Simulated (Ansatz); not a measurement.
**CuN+ (quartet): wave-function methods side by side, def2-QZVPP**

An exercise on one series of results from a longer session: the logs are not shown, and one member is left open.

Computed with Ansatz 0.2.0, Gaussian basis. Level: def2-QZVPP, core rule «outside noble gas», up to 10 orbitals frozen.

The runs, in order: UHF; ROHF; CCSD(T) on UHF.

### The geometry

The geometry is a PBE0/def2-TZVP stationary point (not a proven minimum) of the parent state, kept for this charge and spin.

2 atoms, charge 1, spin multiplicity 4.

Atoms are counted from 1 here; the program's logs count them from 0.

Bond lengths: Cu1–N2 1.829 Å.

The first run:

Contents of in.yaml:

```yaml
crystal:
  periodic: [false, false, false]
  atoms:
    - {symbol: Cu, position_ang: [0.000000, 0.000000, 0.000000]}
    - {symbol: N, position_ang: [0.000000, 0.000000, 1.828800]}
basis:
  gaussian: {orbitals: "def2-QZVPP.json"}
total_charge: 1
magnetization: {spin_polarized: true, initial_magnetization: 3}
hamiltonian: {xc: hf}
output: {orbitals: {seedname: orbitals}}
```

Launch:

```console
ansatz run in.yaml --threads 1 --pin off --events-out ev --progress --plain --max-ram 3968MiB --backend cpu
```

Among the steps run: UHF; ROHF; CCSD(T) on UHF.

One of the session's tables, all rows but one given; the rest of the session is left out.

```
  method  from UCCSD(T) (meV)
    ROHF             +15901.8
     UHF                    ?
    UMP2               -668.3
   UCCSD               +658.1
UCCSD(T)                    0
```

Q: Estimate the row for UHF from the others.

As computed: from UCCSD(T) (meV): +15767.7. In the column «from UCCSD(T) (meV)» it lies between UCCSD (+658.1) and ROHF (+15901.8).
